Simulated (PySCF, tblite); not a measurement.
**C₇H₆ClFO₂S: geometry, infrared bands and NMR shifts**

What infrared bands and NMR shifts should C₇H₆ClFO₂S (`Cc1cc(F)ccc1S(=O)(=O)Cl`) show?

The runs use tblite 0.8.0 and PySCF 2.14.0, with density-fitted response routines of our own; the level of theory stands in each step. All values are computed, except where a source is named. Atoms count from 0, in the outputs and in this text.

## (1) The starting structure

18 atoms, charge 0, multiplicity 1; geometry from: force field or distance geometry start.

Bonds of the start (Å): C0–C1 1.49, C1–C2 1.42, C2–C3 1.38, C3–F4 1.34, C3–C5 1.39, C5–C6 1.39, C6–C7 1.41, C7–S8 1.79, S8–O9 1.45, S8–O10 1.45, S8–Cl11 2.05, C7–C1 1.40, C0–H12 1.10, C0–H13 1.09, C0–H14 1.10, C2–H15 1.09, C5–H16 1.09, C6–H17 1.10.

## (2) Relaxing the molecule with GFN2-xTB

Job settings and geometry (Å):

```
{"job": {"kind": "relax", "xc": "GFN2-xTB", "basis": "xTB"}, "charge": 0, "multiplicity": 1}
C     -0.978400     1.753600     0.709000
C     -0.004200     0.711400     0.270900
C      1.379900     1.012600     0.365000
C      2.334000     0.084800    -0.003100
F      3.630200     0.399000     0.096300
C      1.967600    -1.189500    -0.432000
C      0.622400    -1.521400    -0.513400
C     -0.358500    -0.578100    -0.157300
S     -2.061900    -1.109200    -0.268400
O     -2.111800    -2.527100    -0.549300
O     -2.832700    -0.515000     0.806000
Cl    -2.683300    -0.196600    -1.991300
H     -1.794300     1.873000    -0.013400
H     -1.402300     1.504000     1.685700
H     -0.510900     2.746500     0.801300
H      1.703200     1.992900     0.718900
H      2.743200    -1.903700    -0.693300
H      0.349000    -2.530800    -0.843300
```

Launch:

```
$ OMP_NUM_THREADS=1 python probes_run.py task.json out
```

One launch serves the whole session: the jobs run in the order shown.

**Question.** This job is followed by: GFN2-xTB harmonic vibrations, gas phase; GIAO PBE0/pcSseg-1 NMR shielding, non-relativistic, gas phase. What will the session give for the following? strongest single infrared mode (GFN2-xTB); zero-point energy (GFN2-xTB); ¹³C shifts against TMS (PBE0/pcSseg-1); ¹H shifts against TMS (PBE0/pcSseg-1, means over atoms taken as alike); ¹⁹F shifts against CFCl3 (PBE0/pcSseg-1); ³³S shifts against CS2 (PBE0/pcSseg-1); ¹⁷O shifts against H2O (PBE0/pcSseg-1, means over atoms taken as alike); ³⁵Cl shifts against HCl (PBE0/pcSseg-1); surface potential, 1st and 99th percentile.

As calculated:

| quantity | value |
| --- | --- |
| strongest single infrared mode (GFN2-xTB) | 1283 cm⁻¹, 325 km/mol |
| zero-point energy (GFN2-xTB) | 73.8 kcal/mol |
| ¹³C shifts against TMS (PBE0/pcSseg-1) | 176.7, 147.9, 145.9, 135.7, 124.4, 118.8, 20.9 ppm |
| ¹H shifts against TMS (PBE0/pcSseg-1, means over atoms taken as alike) | 8.30, 7.36, 7.33, 3.21 ppm |
| ¹⁹F shifts against CFCl3 (PBE0/pcSseg-1) | -102.5 ppm |
| ³³S shifts against CS2 (PBE0/pcSseg-1) | 326 ppm |
| ¹⁷O shifts against H2O (PBE0/pcSseg-1, means over atoms taken as alike) | 293.0 ppm |
| ³⁵Cl shifts against HCl (PBE0/pcSseg-1) | 611 ppm |
| surface potential, 1st and 99th percentile | -1.24 V and 1.43 V |

In words: Relaxing lowered the energy by 0.181 eV in 88 steps; the close pair that moved most is C1–C2, from 1.420 to 1.392 Å. No mode is imaginary among the 48: a minimum at this level. The strongest single mode, at 1283 cm⁻¹, is spread over several atoms, S8, O9, O10 among them. Unscaled tight-binding wavenumbers are off by several per cent, some by more. Its intensities can rank the bands wrongly. At PBE0/pcSseg-1: Shielding is most anisotropic at Cl11 (span 1044 ppm, paramagnetic term -808 ppm). NICS(1)zz of -26 ppm above the planar ring from C1 marks a diatropic (aromatic) ring current. At PBE0/pcSseg-1, counted by nearest atom on the grid, the HOMO lies on C5, C7 about 23 % each; C1, C3 about 15 % each, the LUMO on Cl11 19 %; S8 19 %.
